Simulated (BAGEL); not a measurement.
# CH5FOSi (SMILES CO[SiH2]F): a chain of runs

Aim: a single-point energy (HF/cc-pVDZ), then the energy (NEVPT2(2,2)/cc-pVDZ), then a single-point energy (CASPT2(2,2)/cc-pVDZ) of CH5FOSi. 

The calculation is run with BAGEL 1.2.2.

1 further run of the same task is left out (set aside as unsound or not needed).

## 1. The molecule

The species is CH5FOSi (9 atoms), meant as a singlet with charge 0. As SMILES, `CO[SiH2]F`. The O2–Si3 distance was set to 3.083 Å, away from the relaxed value. At this shape a bond of the SMILES string is far longer than usual.

Bond lengths: C1–O2 1.412 Å, Si3–F4 1.598 Å, C1–H5 1.094 Å, C1–H6 1.091 Å, C1–H7 1.096 Å, Si3–H8 1.474 Å, Si3–H9 1.483 Å. Angles: O2–C1–H5 110.6°, O2–C1–H6 108.3°, O2–C1–H7 111.7°, F4–Si3–H8 108.2°, F4–Si3–H9 105.9°, H5–C1–H6 108.8°, H5–C1–H7 108.8°, H6–C1–H7 108.6°, H8–Si3–H9 114.2°. A long bond or contact: O2–Si3 3.083 Å.

## 2. A single-point energy at HF/cc-pVDZ (density fitting with svp-jkfit) (run 1)

input.json

```json
{ "bagel": [

{
  "title": "molecule",
  "basis": "cc-pvdz.json",
  "df_basis": "svp-jkfit",
  "angstrom": "true",
  "geometry": [
    { "atom": "C", "xyz": [   -1.101431,    2.107828,   -1.424493 ] },
    { "atom": "O", "xyz": [   -1.564831,    0.892928,   -0.874093 ] },
    { "atom": "Si", "xyz": [    0.168900,   -1.127700,    0.679900 ] },
    { "atom": "F", "xyz": [    1.202000,   -1.865200,   -0.290100 ] },
    { "atom": "H", "xyz": [   -0.631631,    1.936128,   -2.396893 ] },
    { "atom": "H", "xyz": [   -1.957131,    2.770728,   -1.559093 ] },
    { "atom": "H", "xyz": [   -0.377831,    2.600628,   -0.765093 ] },
    { "atom": "H", "xyz": [   -0.748200,   -2.141700,    1.231900 ] },
    { "atom": "H", "xyz": [    0.992400,   -0.434200,    1.700300 ] }
  ]
},
{
  "title": "hf",
  "charge": 0
},
{
  "title": "print",
  "file": "orbitals.molden",
  "orbitals": "true"
}

]}
```

The basis set cc-pVDZ is read from a file made from the Basis Set Exchange's data (not shown).

On the command line:

```bash
$ BAGEL_NUM_THREADS=1 BAGEL input.json > input.out
```

The program printed:

```text
* using 1 threads per process

  ===============================================================
  ===============================================================

  *** Geometry ***

  { "atom" : "C", "xyz" : [     -2.081403,      3.983218,     -2.691902 ] },
  { "atom" : "O", "xyz" : [     -2.957102,      1.687389,     -1.651796 ] },
  { "atom" : "Si", "xyz" : [      0.319175,     -2.131044,      1.284825 ] },
  { "atom" : "F", "xyz" : [      2.271451,     -3.524717,     -0.548210 ] },
  { "atom" : "H", "xyz" : [     -1.193610,      3.658752,     -4.529471 ] },
  { "atom" : "H", "xyz" : [     -3.698442,      5.235917,     -2.946259 ] },
  { "atom" : "H", "xyz" : [     -0.713997,      4.914475,     -1.445816 ] },
  { "atom" : "H", "xyz" : [     -1.413893,     -4.047226,      2.327954 ] },
  { "atom" : "H", "xyz" : [      1.875364,     -0.820519,      3.213101 ] },

  Number of auxiliary basis functions:      447

  Since a DF basis is specified, we compute 2- and 3-index integrals:
    o Being stored without compression. Storage requirement is 0.026 GB

  Number of basis functions:       85
  Number of electrons      :       42

    * METHOD: MOLECULE                             0.39

  *** RHF ***

  === Nuclear Repulsion ===
   147.4303341698

      * DIIS with orbital gradients will be used.

  === RHF iteration (cc-pvdz.json) ===
      0       -503.50181350          0.01860019           0.10
      1       -503.14181758          0.03250329           0.09
      2       -503.85671151          0.00380231           0.09
      3       -503.86908814          0.00190623           0.09
      4       -503.87267027          0.00046250           0.09
      5       -503.87307703          0.00025643           0.09
      6       -503.87318803          0.00010209           0.09
      7       -503.87321072          0.00003121           0.09
      8       -503.87321248          0.00001109           0.09
      9       -503.87321277          0.00000613           0.09
     10       -503.87321291          0.00000343           0.09
     11       -503.87321295          0.00000241           0.09
     12       -503.87321298          0.00000162           0.09
     13       -503.87321300          0.00000111           0.10
     14       -503.87321301          0.00000075           0.09
     15       -503.87321301          0.00000038           0.09
     16       -503.87321302          0.00000013           0.09
     17       -503.87321302          0.00000005           0.08
     18       -503.87321302          0.00000002           0.07
     19       -503.87321302          0.00000002           0.07
     20       -503.87321302          0.00000001           0.07
     21       -503.87321302          0.00000001           0.07
    * SCF iteration converged.

    * Permanent dipole moment:
           (   -0.822635,     0.670973,    -1.289778) a.u.

    * METHOD: HF                                   2.23

    * METHOD: PRINT                                0.02

  ===============================================================
```

It took 2.9 s on 1 thread of Intel Xeon Platinum 8259CL at 2.50GHz (Skylake/Cascade Lake), shared host; peak memory 0.15 GiB.

## 3. The energy at NEVPT2(2,2)/cc-pVDZ (density fitting with svp-jkfit) (run 2)

job.json

```json
{ "bagel": [

{
  "title": "molecule",
  "basis": "cc-pvdz.json",
  "df_basis": "svp-jkfit",
  "angstrom": "true",
  "geometry": [
    { "atom": "C", "xyz": [      -1.101431,       2.107828,      -1.424493 ] },
    { "atom": "O", "xyz": [      -1.564831,       0.892928,      -0.874093 ] },
    { "atom": "Si", "xyz": [       0.168900,      -1.127700,       0.679900 ] },
    { "atom": "F", "xyz": [       1.202000,      -1.865200,      -0.290100 ] },
    { "atom": "H", "xyz": [      -0.631631,       1.936128,      -2.396893 ] },
    { "atom": "H", "xyz": [      -1.957131,       2.770728,      -1.559093 ] },
    { "atom": "H", "xyz": [      -0.377831,       2.600628,      -0.765093 ] },
    { "atom": "H", "xyz": [      -0.748200,      -2.141700,       1.231900 ] },
    { "atom": "H", "xyz": [       0.992400,      -0.434200,       1.700300 ] }
  ]
},

{
  "title": "hf"
},

{
  "title": "nevpt2",
  "nstate": 1,
  "nact": 2,
  "nclosed": 20,
  "active": [21, 22],
  "maxiter": 200,
  "natocc": "true",
  "ncore": 8
},

{
  "title": "print",
  "file": "orbitals.molden",
  "orbitals": "true"
}

]}
```

The basis set cc-pVDZ is read from a file made from the Basis Set Exchange's data (not shown).

On the command line:

```bash
$ BAGEL_NUM_THREADS=1 BAGEL job.json > job.out
```

The program printed:

```text
* using 1 threads per process

  ===============================================================
  ===============================================================

  *** Geometry ***

  { "atom" : "C", "xyz" : [     -2.081403,      3.983218,     -2.691902 ] },
  { "atom" : "O", "xyz" : [     -2.957102,      1.687389,     -1.651796 ] },
  { "atom" : "Si", "xyz" : [      0.319175,     -2.131044,      1.284825 ] },
  { "atom" : "F", "xyz" : [      2.271451,     -3.524717,     -0.548210 ] },
  { "atom" : "H", "xyz" : [     -1.193610,      3.658752,     -4.529471 ] },
  { "atom" : "H", "xyz" : [     -3.698442,      5.235917,     -2.946259 ] },
  { "atom" : "H", "xyz" : [     -0.713997,      4.914475,     -1.445816 ] },
  { "atom" : "H", "xyz" : [     -1.413893,     -4.047226,      2.327954 ] },
  { "atom" : "H", "xyz" : [      1.875364,     -0.820519,      3.213101 ] },

  Number of auxiliary basis functions:      447

  Since a DF basis is specified, we compute 2- and 3-index integrals:
    o Being stored without compression. Storage requirement is 0.026 GB

  Number of basis functions:       85
  Number of electrons      :       42

    * METHOD: MOLECULE                             0.37

  *** RHF ***

  === Nuclear Repulsion ===
   147.4303341698

      * DIIS with orbital gradients will be used.

  === RHF iteration (cc-pvdz.json) ===
      0       -503.50181350          0.01860019           0.10
      1       -503.14181758          0.03250329           0.09
      2       -503.85671151          0.00380231           0.10
      3       -503.86908814          0.00190623           0.10
      4       -503.87267027          0.00046250           0.10
      5       -503.87307703          0.00025643           0.09
      6       -503.87318803          0.00010209           0.09
      7       -503.87321072          0.00003121           0.10
      8       -503.87321248          0.00001109           0.10
      9       -503.87321277          0.00000613           0.09
     10       -503.87321291          0.00000343           0.09
     11       -503.87321295          0.00000241           0.09
     12       -503.87321298          0.00000162           0.08
     13       -503.87321300          0.00000111           0.07
     14       -503.87321301          0.00000075           0.09
     15       -503.87321301          0.00000038           0.09
     16       -503.87321302          0.00000013           0.10
     17       -503.87321302          0.00000005           0.12
     18       -503.87321302          0.00000002           0.13
     19       -503.87321302          0.00000002           0.13
     20       -503.87321302          0.00000001           0.13
     21       -503.87321302          0.00000001           0.12
    * SCF iteration converged.

    * Permanent dipole moment:
           (   -0.822635,     0.670973,    -1.289778) a.u.

    * METHOD: HF                                   2.51

    * freezing 8 orbitals
  ---------------------------
      CASSCF calculation
  ---------------------------

    ==== Active orbitals : =====
         Orbital 21
         Orbital 22
    ============================

    * nstate   :      1
    * nclosed  :     20
    * nact     :      2
    * nvirt    :     63
  === CASSCF iteration (cc-pvdz.json) ===

    * Using the second-order algorithm

      0  0      -503.92760959     1.09e-02      0.03

      1  0      -503.96725229     2.47e-03      0.75

      2  0      -503.96980352     6.96e-04      0.74

      3  0      -503.96998195     2.55e-04      0.75

      4  0      -503.97000235     8.64e-05      0.73

      5  0      -503.97000466     2.90e-05      0.75

      6  0      -503.97000492     9.68e-06      0.73

      7  0      -503.97000495     3.23e-06      0.73

      8  0      -503.97000495     1.08e-06      0.71

      9  0      -503.97000495     3.60e-07      0.69

     10  0      -503.97000495     1.20e-07      0.71

     11  0      -503.97000495     4.01e-08      0.53

     12  0      -503.97000495     1.34e-08      0.62

     13  0      -503.97000495     4.47e-09      0.59

    * Second-order optimization converged. *

     guess   0:   closed 1.                   open ..

  === FCI iteration ===

      0  0      -503.84831086     1.01e-01      0.00
      1  0      -503.95198757     3.82e-02      0.00
      2  0 *    -503.97000495     4.92e-16      0.00

     * ci vector, state   0, <S^2> = 0.0000
       2.     0.8494600324
       .2    -0.5276529668

  === DF-NEVPT2 calculation ===

    * 3-index integral transformation done
    * assembly done

      NEVPT2 correlation energy:   -0.5684623300      0.38

          (+0)     -0.4783540390
          (+0)'    -0.0165523646
          (+1)     -0.0210101321
          (+1)'    -0.0000000000
          (+2)     -0.0002565182
          (-1)     -0.0516864782
          (-1)'     0.0000000000
          (-2)     -0.0006027980

      NEVPT2 total energy:       -504.5384672837

    * METHOD: NEVPT2                               9.86

    * METHOD: PRINT                                0.03

  ===============================================================
```

It took 13 s on 1 thread of Intel Xeon Platinum 8259CL at 2.50GHz (Skylake/Cascade Lake), shared host; peak memory 0.15 GiB.

## 4. A single-point energy at CASPT2(2,2)/cc-pVDZ (density fitting with svp-jkfit) (run 3)

input.json

```json
{ "bagel": [

{
  "title": "molecule",
  "basis": "cc-pvdz.json",
  "df_basis": "svp-jkfit",
  "angstrom": "true",
  "geometry": [
    { "atom": "C", "xyz": [      -1.101431,       2.107828,      -1.424493 ] },
    { "atom": "O", "xyz": [      -1.564831,       0.892928,      -0.874093 ] },
    { "atom": "Si", "xyz": [       0.168900,      -1.127700,       0.679900 ] },
    { "atom": "F", "xyz": [       1.202000,      -1.865200,      -0.290100 ] },
    { "atom": "H", "xyz": [      -0.631631,       1.936128,      -2.396893 ] },
    { "atom": "H", "xyz": [      -1.957131,       2.770728,      -1.559093 ] },
    { "atom": "H", "xyz": [      -0.377831,       2.600628,      -0.765093 ] },
    { "atom": "H", "xyz": [      -0.748200,      -2.141700,       1.231900 ] },
    { "atom": "H", "xyz": [       0.992400,      -0.434200,       1.700300 ] }
  ]
},

{ "title": "hf" },

{ "title": "casscf", "nstate": 1, "nact": 2, "nclosed": 20, "active": [21, 22], "maxiter": 200, "natocc": "true" },

{ "title": "print", "file": "orbitals.molden", "orbitals": "true" },

{ "title": "smith", "method": "caspt2", "ms": "true", "xms": "true", "sssr": "true", "shift": 0.2, "shift_imag": "true", "ncore": 8 }

]}
```

The basis set cc-pVDZ is read from a file made from the Basis Set Exchange's data (not shown).

On the command line:

```bash
$ BAGEL_NUM_THREADS=1 BAGEL input.json > input.out
```

The program printed:

```text
* using 1 threads per process

  ===============================================================
  ===============================================================

  *** Geometry ***

  { "atom" : "C", "xyz" : [     -2.081403,      3.983218,     -2.691902 ] },
  { "atom" : "O", "xyz" : [     -2.957102,      1.687389,     -1.651796 ] },
  { "atom" : "Si", "xyz" : [      0.319175,     -2.131044,      1.284825 ] },
  { "atom" : "F", "xyz" : [      2.271451,     -3.524717,     -0.548210 ] },
  { "atom" : "H", "xyz" : [     -1.193610,      3.658752,     -4.529471 ] },
  { "atom" : "H", "xyz" : [     -3.698442,      5.235917,     -2.946259 ] },
  { "atom" : "H", "xyz" : [     -0.713997,      4.914475,     -1.445816 ] },
  { "atom" : "H", "xyz" : [     -1.413893,     -4.047226,      2.327954 ] },
  { "atom" : "H", "xyz" : [      1.875364,     -0.820519,      3.213101 ] },

  Number of auxiliary basis functions:      447

  Since a DF basis is specified, we compute 2- and 3-index integrals:
    o Being stored without compression. Storage requirement is 0.026 GB

  Number of basis functions:       85
  Number of electrons      :       42

    * METHOD: MOLECULE                             0.38

  *** RHF ***

  === Nuclear Repulsion ===
   147.4303341698

      * DIIS with orbital gradients will be used.

  === RHF iteration (cc-pvdz.json) ===
      0       -503.50181350          0.01860019           0.10
      1       -503.14181758          0.03250329           0.09
      2       -503.85671151          0.00380231           0.10
      3       -503.86908814          0.00190623           0.09
      4       -503.87267027          0.00046250           0.09
      5       -503.87307703          0.00025643           0.09
      6       -503.87318803          0.00010209           0.09
      7       -503.87321072          0.00003121           0.09
      8       -503.87321248          0.00001109           0.09
      9       -503.87321277          0.00000613           0.09
     10       -503.87321291          0.00000343           0.09
     11       -503.87321295          0.00000241           0.09
     12       -503.87321298          0.00000162           0.09
     13       -503.87321300          0.00000111           0.11
     14       -503.87321301          0.00000075           0.13
     15       -503.87321301          0.00000038           0.13
     16       -503.87321302          0.00000013           0.13
     17       -503.87321302          0.00000005           0.10
     18       -503.87321302          0.00000002           0.07
     19       -503.87321302          0.00000002           0.07
     20       -503.87321302          0.00000001           0.07
     21       -503.87321302          0.00000001           0.07
    * SCF iteration converged.

    * Permanent dipole moment:
           (   -0.822635,     0.670973,    -1.289778) a.u.

    * METHOD: HF                                   2.39

  ---------------------------
      CASSCF calculation
  ---------------------------

    ==== Active orbitals : =====
         Orbital 21
         Orbital 22
    ============================

    * nstate   :      1
    * nclosed  :     20
    * nact     :      2
    * nvirt    :     63
  === CASSCF iteration (cc-pvdz.json) ===

    * Using the second-order algorithm

      0  0      -503.92760959     1.09e-02      0.03

      1  0      -503.96725229     2.47e-03      0.92

      2  0      -503.96980352     6.96e-04      0.81

      3  0      -503.96998195     2.55e-04      0.61

      4  0      -503.97000235     8.64e-05      0.57

      5  0      -503.97000466     2.90e-05      0.58

      6  0      -503.97000492     9.68e-06      0.57

      7  0      -503.97000495     3.23e-06      0.57

      8  0      -503.97000495     1.08e-06      0.60

      9  0      -503.97000495     3.60e-07      0.90

     10  0      -503.97000495     1.20e-07      0.54

     11  0      -503.97000495     4.01e-08      0.52

     12  0      -503.97000495     1.34e-08      0.49

     13  0      -503.97000495     4.47e-09      0.58

    * Second-order optimization converged. *

     guess   0:   closed 1.                   open ..

  === FCI iteration ===

      0  0      -503.84831086     1.01e-01      0.00
      1  0      -503.95198757     3.82e-02      0.00
      2  0 *    -503.97000495     4.92e-16      0.00

     * ci vector, state   0, <S^2> = 0.0000
       2.     0.8494600324
       .2    -0.5276529668

    * METHOD: CASSCF                               8.50

    * METHOD: PRINT                                0.03

  === SMITH program ===

    * freezing 8 orbitals

    * Approximate memory requirement for SMITH calulation per MPI process:
      o Storage requirement for T-amplitude, lambda, and residual is 0.02 GB
      o Storage requirement for MO integrals is 0.01 GB
    * Calculating and saving rdm4f

    * Zeroth order energy : state  0       -0.4153293106

    * CASPT2 iteration is performed using orthogonal basis

      -------------------------------------------  CASPT2 iteration  ---------------------------------------------------
       #      aibj      arbs      arbi      airj      risj      airs      arst      rist         Etot      error   time
      ------------------------------------------------------------------------------------------------------------------

       0  -0.47699  -0.00075  -0.05575  -0.02317  -0.00039  -0.01693  -0.00000  -0.00000   -0.5739774  0.0007080   0.24
       1  -0.47703  -0.00075  -0.05583  -0.02320  -0.00040  -0.01704  -0.00000  -0.00000   -0.5742578  0.0000789   0.22
       2  -0.47703  -0.00075  -0.05583  -0.02320  -0.00040  -0.01705  -0.00000  -0.00000   -0.5742619  0.0000123   0.21
       3  -0.47703  -0.00075  -0.05583  -0.02320  -0.00040  -0.01705  -0.00000  -0.00000   -0.5742620  0.0000020   0.21
       4  -0.47703  -0.00075  -0.05583  -0.02320  -0.00040  -0.01705   0.00000  -0.00000   -0.5742620  0.0000002   0.22

      ------------------------------------------------------------------------------------------------------------------

    * CASPT2 energy : state  0     -504.5466560488
        w/o shift correction       -504.5442669316
        reference weight              0.8591104342

    * METHOD: SMITH                                1.56

  ===============================================================
```

Run time: 13 s. Hardware: 1 thread of Intel Xeon Platinum 8259CL at 2.50GHz (Skylake/Cascade Lake), shared host; peak memory 0.2 GiB.

## 5. Summary of results

| quantity | value |
| --- | --- |
| run 1, HF/cc-pVDZ: total energy | -503.87321 Eh |
| run 1, HF/cc-pVDZ: dipole moment | 4.25 D |
| run 1, HF/cc-pVDZ: HOMO energy | -8.48 eV |
| run 1, HF/cc-pVDZ: LUMO energy | -0.71 eV |
| run 1, HF/cc-pVDZ: HOMO–LUMO gap | 7.77 eV |
| run 2, NEVPT2(2,2)/cc-pVDZ: total energy | -504.53847 Eh |
| run 3, CASPT2(2,2)/cc-pVDZ: total energy | -504.54666 Eh |

In words: One bond (run 1, HF/cc-pVDZ) is far stretched, which a spin-restricted single reference describes badly; a broken-symmetry solution may lie lower.
